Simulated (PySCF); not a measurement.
# C4H5FSi: the cost of one run

Computed with PySCF 2.14.0, with density-fitted response routines of our own, on a single molecule in the gas phase. Atoms are numbered from 0 throughout.

**1. Starting geometry**

11 atoms, charge 0, multiplicity 1; geometry from: GFN2-xTB. The atoms were then displaced at random by about 0.01 Å, so the start is not that level's minimum.

Bonds of the start (Å): F0–C1 1.31, C1–C2 1.32, C2–C3 1.49, C3–C4 1.36, C4–Si5 1.88, Si5–C1 1.89, C2–H6 1.09, C3–H7 1.07, C4–H8 1.07, Si5–H9 1.47, Si5–H10 1.45.

**2. Optimising the geometry at PBE0-D3(BJ)/def2-SVP**

Job settings and geometry (Å):

```
{"job": {"xc": "PBE0", "basis": "def2-SVP", "d3": "d3bj", "grid": 1, "shake": 0.01, "kind": "geom"}, "charge": 0, "multiplicity": 1}
F     -2.092430     1.479010    -0.347930
C     -1.001240     0.768760    -0.164740
C      0.159860     1.330200     0.131980
C      1.298970     0.381550     0.302610
C      0.968810    -0.924360     0.130230
Si    -0.858350    -1.115890    -0.280250
H      0.353130     2.390430     0.259140
H      2.266710     0.753840     0.547340
H      1.714910    -1.682950     0.264430
H     -1.645550    -1.795120     0.762440
H     -1.126700    -1.611280    -1.620930
```

The run is started by

```
OMP_NUM_THREADS=1 python probes_run.py task.json out
```

The driver reads the jobs from task.json and runs them one after another.

**Question.** How long does this first job take on 1 thread of Arm Neoverse V2, shared host, and how much memory does it need?

About 30 s, with a peak of 0.47 GiB.
